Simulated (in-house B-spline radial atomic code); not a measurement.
# W⁴⁺: excited configurations in jj coupling

How much energy does it take to promote electrons of W⁴⁺ to other shells? Each configuration is solved by itself and compared with the reference.

Program: in-house B-spline radial atomic code version 1. Level of theory: Dirac-Hartree-Fock, average of configuration, Fermi nucleus, basis-set limit. These are calculated values, not measurements, unless marked.

### Step 1. The atom as given

- element: tungsten (Z = 74)
- charge: +4
- electrons: 70
- configuration: 1s2 2s2 2p6 3s2 3p6 3d10 4s2 4p6 4d10 4f14 5s2 5p6 5d-2
- Hamiltonian: Dirac-Coulomb
- nucleus: Fermi, rms radius 5.366 fm

In configurations, a minus sign after the shell means j = l − 1/2 and a plus sign j = l + 1/2; the count of electrons follows.

Settings of the run:

```ini
Z = 74
electrons = 70.0
configuration = 1s2 2s2 2p6 3s2 3p6 3d10 4s2 4p6 4d10 4f14 5s2 5p6 5d-2
hamiltonian = dirac
method = hf
spin_polarised = False
nucleus = fermi
rms_radius = 5.3658
mass_number = 184
atomic_mass = 183.95093318
speed_of_light = 137.035999084
```

From the earlier run of the reference: total energy -16153.204078 hartree. Levels, eight at most:

```tsv
orbital	occupation	energy (eV)	<r> (bohr)
4d3/2	4	-324.16	0.5051
4d5/2	6	-310.72	0.5166
5s1/2	2	-136.56	1.075
5p1/2	2	-103.66	1.173
4f5/2	6	-94.860	0.5930
4f7/2	8	-92.247	0.5988
5p3/2	4	-90.854	1.255
5d3/2	2	-50.137	1.644
```

### Step 2. Run with 1s2 2s2 2p6 3s2 3p6 3d10 4s2 4p6 4d10 4f14 5s2 5p6 5d-1 7f-1

Settings of the run:

```ini
Z = 74
electrons = 70.0
configuration = 1s2 2s2 2p6 3s2 3p6 3d10 4s2 4p6 4d10 4f14 5s2 5p6 5d-1 7f-1
hamiltonian = dirac
method = hf
spin_polarised = False
nucleus = fermi
rms_radius = 5.3658
mass_number = 184
atomic_mass = 183.95093318
speed_of_light = 137.035999084
```

### Step 3. Run with 1s2 2s2 2p6 3s2 3p6 3d10 4s2 4p6 4d10 4f-5 4f+8 5s2 5p6 5d+2 9f-1

The settings differ from step 2 so:

```diff
@@ -2,3 +2,3 @@
 electrons = 70.0
-configuration = 1s2 2s2 2p6 3s2 3p6 3d10 4s2 4p6 4d10 4f14 5s2 5p6 5d-1 7f-1
+configuration = 1s2 2s2 2p6 3s2 3p6 3d10 4s2 4p6 4d10 4f-5 4f+8 5s2 5p6 5d+2 9f-1
 hamiltonian = dirac
```

### Step 4. Run with 1s2 2s2 2p6 3s2 3p6 3d10 4s2 4p6 4d-4 4d+5 4f14 5s2 5p6 5d-1 5d+1 7d+1

Settings of the run:

```ini
Z = 74
electrons = 70.0
configuration = 1s2 2s2 2p6 3s2 3p6 3d10 4s2 4p6 4d-4 4d+5 4f14 5s2 5p6 5d-1 5d+1 7d+1
hamiltonian = dirac
method = hf
spin_polarised = False
nucleus = fermi
rms_radius = 5.3658
mass_number = 184
atomic_mass = 183.95093318
speed_of_light = 137.035999084
```

### Step 5. 1s2 2s2 2p6 3s2 3p6 3d10 4s2 4p6 4d10 4f-6 4f+7 5s2 5p6 5d+2 8s1

Settings of the run:

```ini
Z = 74
electrons = 70.0
configuration = 1s2 2s2 2p6 3s2 3p6 3d10 4s2 4p6 4d10 4f-6 4f+7 5s2 5p6 5d+2 8s1
hamiltonian = dirac
method = hf
spin_polarised = False
nucleus = fermi
rms_radius = 5.3658
mass_number = 184
atomic_mass = 183.95093318
speed_of_light = 137.035999084
```

### Step 6. Configuration 1s2 2s2 2p6 3s2 3p6 3d10 4s2 4p6 4d10 4f-5 4f+8 5s2 5p6 5d-1 5d+1 9d-1

Settings of the run:

```ini
Z = 74
electrons = 70.0
configuration = 1s2 2s2 2p6 3s2 3p6 3d10 4s2 4p6 4d10 4f-5 4f+8 5s2 5p6 5d-1 5d+1 9d-1
hamiltonian = dirac
method = hf
spin_polarised = False
nucleus = fermi
rms_radius = 5.3658
mass_number = 184
atomic_mass = 183.95093318
speed_of_light = 137.035999084
```

### Step 7. Configuration 1s2 2s2 2p6 3s2 3p6 3d10 4s2 4p6 4d10 4f14 5s2 5p-2 5p+3 5d+2 9g-1

Settings of the run:

```ini
Z = 74
electrons = 70.0
configuration = 1s2 2s2 2p6 3s2 3p6 3d10 4s2 4p6 4d10 4f14 5s2 5p-2 5p+3 5d+2 9g-1
hamiltonian = dirac
method = hf
spin_polarised = False
nucleus = fermi
rms_radius = 5.3658
mass_number = 184
atomic_mass = 183.95093318
speed_of_light = 137.035999084
```

How far above the reference does each configuration lie (order and size, in eV)?

**Answer**, as computed:

| net move | configuration | energy above the reference (eV) | with Breit, QED, recoil (eV) | largest <r> (bohr) |
| --- | --- | --- | --- | --- |
| 5d3/2 → 7f5/2 | 1s2 2s2 2p6 3s2 3p6 3d10 4s2 4p6 4d10 4f14 5s2 5p6 5d-1 7f-1 | 39.941 | 39.940 | 9.30 |
| 4f7/2, 2×5d3/2 → 2×5d5/2, 8s | 1s2 2s2 2p6 3s2 3p6 3d10 4s2 4p6 4d10 4f-6 4f+7 5s2 5p6 5d+2 8s1 | 72.854 | 73.063 | 7.15 |
| 4f5/2, 5d3/2 → 5d5/2, 9d3/2 | 1s2 2s2 2p6 3s2 3p6 3d10 4s2 4p6 4d10 4f-5 4f+8 5s2 5p6 5d-1 5d+1 9d-1 | 81.049 | 81.186 | 13.4 |
| 4f5/2, 2×5d3/2 → 2×5d5/2, 9f5/2 | 1s2 2s2 2p6 3s2 3p6 3d10 4s2 4p6 4d10 4f-5 4f+8 5s2 5p6 5d+2 9f-1 | 83.828 | 83.945 | 17.5 |
| 2×5d3/2, 5p3/2 → 2×5d5/2, 9g7/2 | 1s2 2s2 2p6 3s2 3p6 3d10 4s2 4p6 4d10 4f14 5s2 5p-2 5p+3 5d+2 9g-1 | 88.926 | 88.803 | 22.2 |
| 4d5/2, 5d3/2 → 5d5/2, 7d5/2 | 1s2 2s2 2p6 3s2 3p6 3d10 4s2 4p6 4d-4 4d+5 4f14 5s2 5p6 5d-1 5d+1 7d+1 | 288.46 | 288.31 | 6.44 |

What this shows: The lowest of them is 5d3/2 → 7f5/2 at 39.941 eV and the highest 4d5/2, 5d3/2 → 5d5/2, 7d5/2 at 288.46 eV. 5 of them lie more than 2 % above the ionisation threshold that Koopmans' theorem gives (50.137 eV), where such states can decay by emitting an electron. Two partly filled shells share a symmetry and can mix in the average, which may lower the energy, for: 4f5/2, 5d3/2 → 5d5/2, 9d3/2; 4f5/2, 2×5d3/2 → 2×5d5/2, 9f5/2; 4d5/2, 5d3/2 → 5d5/2, 7d5/2. These are averages over configurations, without correlation, not spectroscopic levels.
